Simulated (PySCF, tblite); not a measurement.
**C2HF5O3S: a rotation path, then NMR shifts on frames**

Aim: move C2HF5O3S (`O=S(=O)(O)C(F)(F)C(F)(F)F`) away from its starting geometry and see how NMR shifts follow the geometry.

Computed with tblite 0.8.0 and PySCF 2.14.0, with density-fitted response routines of our own, on a single molecule in the gas phase. Atoms are numbered from 0 throughout.

## Step 1: The molecule as given

12 atoms, charge 0, multiplicity 1; geometry from: GFN2-xTB.

Bonds of the start (Å): O0–S1 1.42, S1–O2 1.41, S1–O3 1.58, S1–C4 1.88, C4–F5 1.34, C4–F6 1.34, C4–C7 1.53, C7–F8 1.33, C7–F9 1.33, C7–F10 1.33, O3–H11 0.96.

## Step 2: The rotation path with GFN2-xTB

The job: settings as JSON, then the geometry in Å.

```
{"job": {"kind": "neb", "xc": "GFN2-xTB", "basis": "xTB", "atoms": [1, 4, 7, 10], "turn": 120}, "charge": 0, "multiplicity": 1}
O      1.093959    -0.982890     1.682172
S      1.132596    -0.557871     0.331190
O      1.127952    -1.469999    -0.743308
O      2.301916     0.482542     0.146281
C     -0.317295     0.607111     0.064318
F     -0.049378     1.404727    -0.976540
F     -0.415546     1.378624     1.158475
C     -1.587424    -0.216481    -0.173711
F     -1.657145    -0.607213    -1.438782
F     -2.706950     0.443727     0.112245
F     -1.556230    -1.305890     0.594314
H      2.634745     0.822928     0.982037
```

With the program's defaults for keys left out, this is: GFN2-xTB climbing-image nudged elastic band, gas phase.

On the command line:

```
> OMP_NUM_THREADS=1 python probes_run.py task.json out
```

This one command runs all jobs of the session in turn.

The program printed:

```text
image   E - E0 / eV
  0       0.0000
  1       0.0111
  2       0.0293
  3       0.0427
  4       0.0457
  5       0.0374
  6       0.0225
  7       0.0076
  8       0.0001
```

Run time: 3.6 s. Hardware: 1 thread of Arm Neoverse V2, shared host; peak memory 0.24 GiB.

The final band, with the dihedral S1–C4–C7–F10:

```tsv
image	dihedral (°)	energy (eV)	energy (kcal/mol)
0	37	0.000	0.0
1	52	0.011	0.3
2	66	0.029	0.7
3	81	0.043	1.0
4	96	0.046	1.1
5	112	0.037	0.9
6	127	0.023	0.5
7	142	0.008	0.2
8	157	0.000	0.0
```

## Step 3: Nuclear shieldings: image 0, PBE0/pcSseg-1

The job: settings as JSON, then the geometry in Å.

```
{"job": {"kind": "nmr", "xc": "PBE0", "basis": "pcSseg-1", "pop": false}, "charge": 0, "multiplicity": 1}
O      1.094000    -0.982900     1.682200
S      1.132600    -0.557900     0.331200
O      1.128000    -1.470000    -0.743300
O      2.301900     0.482500     0.146300
C     -0.317300     0.607100     0.064300
F     -0.049400     1.404700    -0.976500
F     -0.415500     1.378600     1.158500
C     -1.587400    -0.216500    -0.173700
F     -1.657100    -0.607200    -1.438800
F     -2.707000     0.443700     0.112200
F     -1.556200    -1.305900     0.594300
H      2.634700     0.822900     0.982000
```

Level: GIAO PBE0/pcSseg-1 NMR shielding, non-relativistic, gas phase.

The program printed:

```text
coarse grid: 13104 points
cycle   1  E = -1198.1827143125  dE =  3.030e+00  |g| = 1.679e+00  |ddm| = 3.559e+00
cycle   2  E = -1196.9240645379  dE =  1.259e+00  |g| = 3.211e+00  |ddm| = 3.085e+00
cycle   3  E = -1198.6595739685  dE = -1.736e+00  |g| = 2.557e-01  |ddm| = 2.217e+00
cycle   4  E = -1198.6662886758  dE = -6.715e-03  |g| = 1.789e-01  |ddm| = 2.882e-01
cycle   5  E = -1198.6715717516  dE = -5.283e-03  |g| = 3.424e-02  |ddm| = 1.247e-01
cycle   6  E = -1198.6717922153  dE = -2.205e-04  |g| = 8.218e-03  |ddm| = 3.041e-02
cycle   7  E = -1198.6718043195  dE = -1.210e-05  |g| = 2.044e-03  |ddm| = 5.757e-03
cycle   8  E = -1198.6718048805  dE = -5.609e-07  |g| = 6.108e-04  |ddm| = 1.376e-03
final grid: 131184 points
cycle   9  E = -1198.8009533209  dE = -5.673e-05  |g| = 1.007e-02  |ddm| = 2.460e-02
cycle  10  E = -1198.8009312883  dE =  2.203e-05  |g| = 1.514e-02  |ddm| = 1.729e-02
cycle  11  E = -1198.8009707216  dE = -3.943e-05  |g| = 1.545e-03  |ddm| = 1.039e-02
cycle  12  E = -1198.8009711187  dE = -3.972e-07  |g| = 4.596e-04  |ddm| = 1.510e-03
cycle  13  E = -1198.8009711498  dE = -3.103e-08  |g| = 1.909e-04  |ddm| = 3.964e-04
cycle  14  E = -1198.8009711558  dE = -6.019e-09  |g| = 4.017e-05  |ddm| = 1.431e-04
cycle  15  E = -1198.8009711560  dE = -2.578e-10  |g| = 1.430e-05  |ddm| = 3.609e-05
converged SCF energy = -1198.8009711560

GIAO shielding tensors (ppm)
atom      isotropic    diamagn.    paramagn.     s11        s22        s33       span
  0 O      109.563     398.777    -289.213     74.975    115.658    138.057     63.082
  1 S      210.586    1051.117    -840.531     56.708    151.276    423.774    367.066
  2 O      122.815     398.858    -276.043     92.837    134.070    141.538     48.701
  3 O      155.898     391.762    -235.864     86.598     91.417    289.679    203.082
  4 C       64.379     248.704    -184.324     53.406     68.335     71.397     17.991
  5 F      298.715     472.846    -174.131    223.965    325.966    346.212    122.247
  6 F      301.996     472.789    -170.792    223.386    331.305    351.298    127.912
  7 C       60.516     242.211    -181.695     47.307     64.578     69.662     22.355
  8 F      257.245     471.881    -214.636    180.430    260.382    330.922    150.492
  9 F      264.156     468.896    -204.740    189.392    258.980    344.097    154.705
 10 F      254.356     473.977    -219.621    184.714    250.024    328.328    143.614
 11 H       26.383      29.678      -3.294     20.450     21.652     37.048     16.598
```

It took 30 s on 1 thread of Arm Neoverse V2, shared host; peak memory 0.96 GiB.

The references, computed at this level on geometries of the same kind, shield at (ppm): ¹H TMS 31.72, ¹³C TMS 186.9, ¹⁹F CFCl3 170.9, ¹⁷O H2O 336.1, ³³S CS2 504. Their shielding less the atom's gives the shift. The references are single molecules in the gas phase, so shifts against H2O, NH3, PH3, H3PO4 or CFCl3 are not on the usual liquid scales and can be off by tens of ppm. Each atom is listed at this fixed geometry, with no averaging over motion; a spectrum would average atoms that exchange fast.

```tsv
atoms	environment	σ (ppm)	δ (ppm)
C7	CF3 carbon	60.5	126.4
C4	fully substituted sp3 carbon bonded to 2 F and S	64.4	122.5
H11	hydrogen on an oxygen bonded to S	26.38	5.33
O0	S=O oxygen	109.6	226.5
O2	S=O oxygen	122.8	213.3
O3	oxygen bonded to S, H	155.9	180.2
S1	sulfonyl sulfur	211	293
F10	fluorine of a CF3 group	254.4	-83.4
F8	fluorine of a CF3 group	257.2	-86.3
F9	fluorine of a CF3 group	264.2	-93.2
F5	fluorine of a CF2 group	298.7	-127.8
F6	fluorine of a CF2 group	302.0	-131.1
```

## Step 4: Nuclear shieldings: image 2, PBE0/pcSseg-1

The job: settings as JSON, then the geometry in Å.

```
{"job": {"kind": "nmr", "xc": "PBE0", "basis": "pcSseg-1", "pop": false}, "charge": 0, "multiplicity": 1}
O      1.164600    -1.139300     1.501800
S      1.177400    -0.548300     0.213700
O      1.228000    -1.327400    -0.959700
O      2.286200     0.569100     0.152500
C     -0.327300     0.571900     0.114900
F     -0.119200     1.477800    -0.848000
F     -0.375800     1.223800     1.288700
C     -1.617100    -0.217100    -0.130500
F     -1.486200    -1.008900    -1.188600
F     -2.671900     0.567200    -0.346900
F     -1.887700    -0.980800     0.924000
H      2.630300     0.811300     1.016800
```

Level: GIAO PBE0/pcSseg-1 NMR shielding, non-relativistic, gas phase.

The program printed:

```text
coarse grid: 13104 points
cycle   1  E = -1198.1801498286  dE =  3.025e+00  |g| = 1.682e+00  |ddm| = 3.543e+00
cycle   2  E = -1196.9038735051  dE =  1.276e+00  |g| = 3.227e+00  |ddm| = 3.095e+00
cycle   3  E = -1198.6590425138  dE = -1.755e+00  |g| = 2.599e-01  |ddm| = 2.235e+00
cycle   4  E = -1198.6660040254  dE = -6.962e-03  |g| = 1.815e-01  |ddm| = 2.911e-01
cycle   5  E = -1198.6714383751  dE = -5.434e-03  |g| = 3.510e-02  |ddm| = 1.265e-01
cycle   6  E = -1198.6716691074  dE = -2.307e-04  |g| = 9.036e-03  |ddm| = 3.138e-02
cycle   7  E = -1198.6716827344  dE = -1.363e-05  |g| = 3.127e-03  |ddm| = 6.843e-03
cycle   8  E = -1198.6716841178  dE = -1.383e-06  |g| = 1.193e-03  |ddm| = 2.605e-03
final grid: 131184 points
cycle   9  E = -1198.8010209060  dE = -5.104e-05  |g| = 1.054e-02  |ddm| = 2.384e-02
cycle  10  E = -1198.8009942577  dE =  2.665e-05  |g| = 1.623e-02  |ddm| = 1.841e-02
cycle  11  E = -1198.8010400729  dE = -4.582e-05  |g| = 1.754e-03  |ddm| = 1.124e-02
cycle  12  E = -1198.8010405858  dE = -5.129e-07  |g| = 5.339e-04  |ddm| = 1.654e-03
cycle  13  E = -1198.8010406287  dE = -4.287e-08  |g| = 2.092e-04  |ddm| = 4.535e-04
cycle  14  E = -1198.8010406361  dE = -7.365e-09  |g| = 5.031e-05  |ddm| = 1.635e-04
cycle  15  E = -1198.8010406364  dE = -3.738e-10  |g| = 1.942e-05  |ddm| = 4.381e-05
converged SCF energy = -1198.8010406364

GIAO shielding tensors (ppm)
atom      isotropic    diamagn.    paramagn.     s11        s22        s33       span
  0 O      109.247     398.955    -289.708     73.706    115.830    138.206     64.500
  1 S      211.444    1050.877    -839.433     54.381    153.555    426.396    372.015
  2 O      116.880     398.502    -281.622     87.776    127.846    135.017     47.241
  3 O      154.887     391.842    -236.955     80.945     93.481    290.236    209.291
  4 C       65.627     248.424    -182.797     52.886     71.104     72.890     20.004
  5 F      303.741     472.797    -169.056    228.317    328.046    354.861    126.544
  6 F      302.668     473.289    -170.620    216.520    335.246    356.239    139.719
  7 C       60.630     241.966    -181.336     47.679     64.509     69.703     22.024
  8 F      255.696     473.349    -217.653    183.154    255.230    328.705    145.551
  9 F      263.424     469.204    -205.780    189.772    252.422    348.076    158.304
 10 F      258.025     472.403    -214.378    184.086    256.131    333.856    149.770
 11 H       26.283      29.689      -3.406     20.273     21.641     36.937     16.664
```

Wall time 30 s (1 thread of Arm Neoverse V2, shared host); peak memory 0.94 GiB.

This run: δ C7 126.3, C4 121.3, O0 226.8, O2 219.2, H11 5.43 ppm.

## Step 5: Nuclear shieldings: image 4, PBE0/pcSseg-1

The job: settings as JSON, then the geometry in Å.

```
{"job": {"kind": "nmr", "xc": "PBE0", "basis": "pcSseg-1", "pop": false}, "charge": 0, "multiplicity": 1}
O      1.222300    -1.281700     1.298900
S      1.206600    -0.527400     0.098500
O      1.283400    -1.137000    -1.169500
O      2.271500     0.631300     0.179400
C     -0.333000     0.549000     0.167800
F     -0.180300     1.540000    -0.718200
F     -0.324700     1.094200     1.395800
C     -1.639100    -0.222900    -0.084600
F     -1.397100    -1.335100    -0.775300
F     -2.519700     0.495200    -0.775800
F     -2.211300    -0.580900     1.059200
H      2.622400     0.774700     1.062500
```

Method: GIAO PBE0/pcSseg-1 NMR shielding, non-relativistic, gas phase.

The program printed:

```text
coarse grid: 13104 points
cycle   1  E = -1198.1784951370  dE =  3.024e+00  |g| = 1.683e+00  |ddm| = 3.559e+00
cycle   2  E = -1196.8953157968  dE =  1.283e+00  |g| = 3.233e+00  |ddm| = 3.095e+00
cycle   3  E = -1198.6578347817  dE = -1.763e+00  |g| = 2.628e-01  |ddm| = 2.235e+00
cycle   4  E = -1198.6650026043  dE = -7.168e-03  |g| = 1.828e-01  |ddm| = 2.957e-01
cycle   5  E = -1198.6705165202  dE = -5.514e-03  |g| = 3.588e-02  |ddm| = 1.287e-01
cycle   6  E = -1198.6707565525  dE = -2.400e-04  |g| = 9.697e-03  |ddm| = 3.242e-02
cycle   7  E = -1198.6707718590  dE = -1.531e-05  |g| = 3.586e-03  |ddm| = 7.590e-03
cycle   8  E = -1198.6707738059  dE = -1.947e-06  |g| = 1.195e-03  |ddm| = 2.948e-03
final grid: 131184 points
cycle   9  E = -1198.7989456932  dE = -4.790e-05  |g| = 1.058e-02  |ddm| = 2.509e-02
cycle  10  E = -1198.7989186992  dE =  2.699e-05  |g| = 1.631e-02  |ddm| = 1.857e-02
cycle  11  E = -1198.7989651496  dE = -4.645e-05  |g| = 1.747e-03  |ddm| = 1.127e-02
cycle  12  E = -1198.7989656589  dE = -5.094e-07  |g| = 5.244e-04  |ddm| = 1.650e-03
cycle  13  E = -1198.7989657003  dE = -4.135e-08  |g| = 2.072e-04  |ddm| = 4.477e-04
cycle  14  E = -1198.7989657075  dE = -7.247e-09  |g| = 4.899e-05  |ddm| = 1.621e-04
cycle  15  E = -1198.7989657079  dE = -3.597e-10  |g| = 1.907e-05  |ddm| = 4.331e-05
converged SCF energy = -1198.7989657079

GIAO shielding tensors (ppm)
atom      isotropic    diamagn.    paramagn.     s11        s22        s33       span
  0 O      112.922     399.264    -286.343     76.771    116.613    145.381     68.610
  1 S      209.921    1050.899    -840.978     53.940    150.169    425.654    371.715
  2 O      118.166     398.313    -280.147     87.979    131.919    134.600     46.621
  3 O      155.256     391.723    -236.466     80.249     94.637    290.882    210.633
  4 C       64.688     249.185    -184.496     52.395     69.179     72.490     20.095
  5 F      297.074     472.615    -175.542    227.006    322.066    342.149    115.144
  6 F      294.225     473.285    -179.060    212.404    322.216    348.054    135.650
  7 C       60.303     241.367    -181.064     47.218     64.688     69.003     21.785
  8 F      251.301     473.996    -222.694    182.017    247.610    324.276    142.259
  9 F      258.856     469.247    -210.391    185.007    255.065    336.496    151.489
 10 F      256.348     470.247    -213.899    179.788    257.449    331.806    152.017
 11 H       26.275      29.777      -3.503     20.149     21.716     36.959     16.810
```

Run time: 30 s. Hardware: 1 thread of Arm Neoverse V2, shared host; peak memory 0.93 GiB.

In short: δ C7 126.6, C4 122.2, O0 223.2, O2 217.9, H11 5.44 ppm.

## Step 6: NMR shieldings: image 6, PBE0/pcSseg-1

The job: settings as JSON, then the geometry in Å.

```
{"job": {"kind": "nmr", "xc": "PBE0", "basis": "pcSseg-1", "pop": false}, "charge": 0, "multiplicity": 1}
O      1.286400    -1.359100     1.128200
S      1.194000    -0.494700     0.009100
O      1.184300    -0.971900    -1.317100
O      2.264500     0.655200     0.138900
C     -0.344900     0.555800     0.263900
F     -0.241900     1.653200    -0.494300
F     -0.317300     0.944600     1.549000
C     -1.625600    -0.232100    -0.060900
F     -1.324000    -1.514200    -0.275900
F     -2.218900     0.234100    -1.152000
F     -2.506600    -0.195900     0.933200
H      2.651100     0.724100     1.016500
```

With the program's defaults for keys left out, this is: GIAO PBE0/pcSseg-1 NMR shielding, non-relativistic, gas phase.

The program printed:

```text
coarse grid: 13104 points
cycle   1  E = -1198.1789425088  dE =  3.028e+00  |g| = 1.681e+00  |ddm| = 3.572e+00
cycle   2  E = -1196.9081542820  dE =  1.271e+00  |g| = 3.221e+00  |ddm| = 3.068e+00
cycle   3  E = -1198.6570298958  dE = -1.749e+00  |g| = 2.595e-01  |ddm| = 2.206e+00
cycle   4  E = -1198.6640118585  dE = -6.982e-03  |g| = 1.807e-01  |ddm| = 2.931e-01
cycle   5  E = -1198.6693936943  dE = -5.382e-03  |g| = 3.498e-02  |ddm| = 1.271e-01
cycle   6  E = -1198.6696238636  dE = -2.302e-04  |g| = 8.718e-03  |ddm| = 3.146e-02
cycle   7  E = -1198.6696369911  dE = -1.313e-05  |g| = 2.665e-03  |ddm| = 6.391e-03
cycle   8  E = -1198.6696379187  dE = -9.276e-07  |g| = 1.105e-03  |ddm| = 2.195e-03
final grid: 131184 points
cycle   9  E = -1198.7987435984  dE = -5.475e-05  |g| = 1.050e-02  |ddm| = 2.521e-02
cycle  10  E = -1198.7987177028  dE =  2.590e-05  |g| = 1.608e-02  |ddm| = 1.835e-02
cycle  11  E = -1198.7987626463  dE = -4.494e-05  |g| = 1.685e-03  |ddm| = 1.108e-02
cycle  12  E = -1198.7987631142  dE = -4.679e-07  |g| = 5.342e-04  |ddm| = 1.615e-03
cycle  13  E = -1198.7987631572  dE = -4.294e-08  |g| = 2.084e-04  |ddm| = 4.501e-04
cycle  14  E = -1198.7987631645  dE = -7.303e-09  |g| = 4.981e-05  |ddm| = 1.628e-04
cycle  15  E = -1198.7987631648  dE = -3.711e-10  |g| = 1.848e-05  |ddm| = 4.292e-05
converged SCF energy = -1198.7987631648

GIAO shielding tensors (ppm)
atom      isotropic    diamagn.    paramagn.     s11        s22        s33       span
  0 O      112.878     399.167    -286.289     77.876    116.028    144.732     66.856
  1 S      209.291    1051.108    -841.818     55.389    148.113    424.370    368.980
  2 O      122.707     398.660    -275.953     91.708    135.197    141.216     49.508
  3 O      156.620     391.600    -234.980     85.352     93.613    290.897    205.545
  4 C       63.697     249.666    -185.969     52.885     66.840     71.365     18.480
  5 F      292.346     472.520    -180.174    222.809    317.972    336.256    113.447
  6 F      293.017     472.859    -179.842    218.031    318.568    342.451    124.420
  7 C       60.359     241.401    -181.042     46.886     65.131     69.060     22.175
  8 F      246.350     474.390    -228.040    179.580    239.534    319.938    140.357
  9 F      257.725     469.929    -212.204    182.523    260.788    329.863    147.340
 10 F      258.279     468.908    -210.629    183.051    259.995    331.791    148.740
 11 H       26.356      29.766      -3.411     20.256     21.740     37.071     16.814
```

It took 29 s on 1 thread of Arm Neoverse V2, shared host; peak memory 1 GiB.

This run: δ C7 126.6, C4 123.2, O0 223.2, O2 213.4, H11 5.36 ppm.

## Step 7: Shielding tensors: image 8, PBE0/pcSseg-1

The job: settings as JSON, then the geometry in Å.

```
{"job": {"kind": "nmr", "xc": "PBE0", "basis": "pcSseg-1", "pop": false}, "charge": 0, "multiplicity": 1}
O      1.365000    -1.406100     0.968800
S      1.177700    -0.453300    -0.063000
O      1.062400    -0.826300    -1.417300
O      2.247900     0.693700     0.088000
C     -0.355500     0.545200     0.362300
F     -0.294900     1.722600    -0.271000
F     -0.317800     0.786100     1.682400
C     -1.605500    -0.243100    -0.042100
F     -1.402300    -1.541000     0.184800
F     -1.855000    -0.086500    -1.334900
F     -2.696100     0.115500     0.630900
H      2.675300     0.692500     0.949600
```

Method: GIAO PBE0/pcSseg-1 NMR shielding, non-relativistic, gas phase.

The program printed:

```text
coarse grid: 13104 points
cycle   1  E = -1198.1821240335  dE =  3.030e+00  |g| = 1.679e+00  |ddm| = 3.558e+00
cycle   2  E = -1196.9227763609  dE =  1.259e+00  |g| = 3.212e+00  |ddm| = 3.084e+00
cycle   3  E = -1198.6589159482  dE = -1.736e+00  |g| = 2.556e-01  |ddm| = 2.217e+00
cycle   4  E = -1198.6656211702  dE = -6.705e-03  |g| = 1.790e-01  |ddm| = 2.881e-01
cycle   5  E = -1198.6709051360  dE = -5.284e-03  |g| = 3.428e-02  |ddm| = 1.247e-01
cycle   6  E = -1198.6711261773  dE = -2.210e-04  |g| = 8.220e-03  |ddm| = 3.047e-02
cycle   7  E = -1198.6711382804  dE = -1.210e-05  |g| = 2.058e-03  |ddm| = 5.768e-03
cycle   8  E = -1198.6711388451  dE = -5.647e-07  |g| = 6.384e-04  |ddm| = 1.403e-03
final grid: 131184 points
cycle   9  E = -1198.8010919243  dE = -5.694e-05  |g| = 1.034e-02  |ddm| = 2.380e-02
cycle  10  E = -1198.8010684305  dE =  2.349e-05  |g| = 1.560e-02  |ddm| = 1.788e-02
cycle  11  E = -1198.8011102518  dE = -4.182e-05  |g| = 1.534e-03  |ddm| = 1.069e-02
cycle  12  E = -1198.8011106398  dE = -3.880e-07  |g| = 4.724e-04  |ddm| = 1.499e-03
cycle  13  E = -1198.8011106727  dE = -3.286e-08  |g| = 1.893e-04  |ddm| = 3.994e-04
cycle  14  E = -1198.8011106786  dE = -5.941e-09  |g| = 4.402e-05  |ddm| = 1.465e-04
cycle  15  E = -1198.8011106789  dE = -2.974e-10  |g| = 1.527e-05  |ddm| = 3.779e-05
converged SCF energy = -1198.8011106789

GIAO shielding tensors (ppm)
atom      isotropic    diamagn.    paramagn.     s11        s22        s33       span
  0 O      109.573     398.914    -289.341     74.963    115.388    138.369     63.406
  1 S      210.521    1051.213    -840.691     56.634    151.325    423.606    366.972
  2 O      123.207     398.911    -275.704     93.174    134.599    141.849     48.675
  3 O      155.775     391.728    -235.953     85.828     91.846    289.650    203.821
  4 C       64.474     249.054    -184.580     53.392     68.500     71.531     18.139
  5 F      298.935     472.664    -173.729    223.763    326.479    346.563    122.799
  6 F      302.245     472.695    -170.450    223.695    331.319    351.722    128.027
  7 C       60.532     242.078    -181.546     47.333     64.628     69.635     22.302
  8 F      254.487     474.131    -219.644    184.755    250.165    328.541    143.786
  9 F      257.237     471.837    -214.601    180.457    260.192    331.062    150.605
 10 F      264.065     468.762    -204.697    189.348    258.842    344.005    154.657
 11 H       26.380      29.703      -3.323     20.434     21.688     37.017     16.583
```

It took 30 s on 1 thread of Arm Neoverse V2, shared host; peak memory 0.93 GiB.

In short: δ C7 126.4, C4 122.5, O0 226.5, O2 212.9, H11 5.34 ppm.

## Step 8: Run by run: NMR shifts

Shifts (ppm) of some atoms, chosen among heavy atoms and hydrogens apart, with basis size and wall time:

```tsv
frame	H11	F10	F8	F9	F5	F6	functions	time
image 0	5.33	-83.4	-86.3	-93.2	-127.8	-131.1	199	30 s
image 2	5.43	-87.1	-84.7	-92.5	-132.8	-131.7	199	30 s
image 4	5.44	-85.4	-80.4	-87.9	-126.1	-123.3	199	30 s
image 6	5.36	-87.3	-75.4	-86.8	-121.4	-122.1	199	29 s
image 8	5.34	-93.1	-83.5	-86.3	-128.0	-131.3	199	30 s
```

## Step 9: Results

```
                                         quantity                                    value
                                          barrier       0.046 eV (1.1 kcal/mol) at image 4
                            end to end (GFN2-xTB)                                 0.000 eV
  ¹³C shifts against TMS (PBE0/pcSseg-1, image 0)                         126.4, 122.5 ppm
   ¹H shifts against TMS (PBE0/pcSseg-1, image 0)                                 5.33 ppm
  ¹⁷O shifts against H2O (PBE0/pcSseg-1, image 0)                  226.5, 213.3, 180.2 ppm
  ³³S shifts against CS2 (PBE0/pcSseg-1, image 0)                                  293 ppm
¹⁹F shifts against CFCl3 (PBE0/pcSseg-1, image 0)  -83.4, -86.3, -93.2, -127.8, -131.1 ppm
                         range of the shift of F5                     -132.8 to -121.4 ppm
```

**Reading.** Along the band the dihedral turns by 120°, and the top (dihedral 96°) lies 1.1 kcal/mol above the start (GFN2-xTB, rough), so at room temperature this motion is fast. The top was not checked by a frequency run. Shifts at one fixed geometry are not the observed spectrum, which averages over the motion. In the first frame run (image 0): The widest tensor belongs to S1: span 367 ppm, with a paramagnetic part of -841 ppm. In ppm, F5 moves most: its shift spreads over 11.4 ppm, from -132.8 (image 2) to -121.4 (image 6).
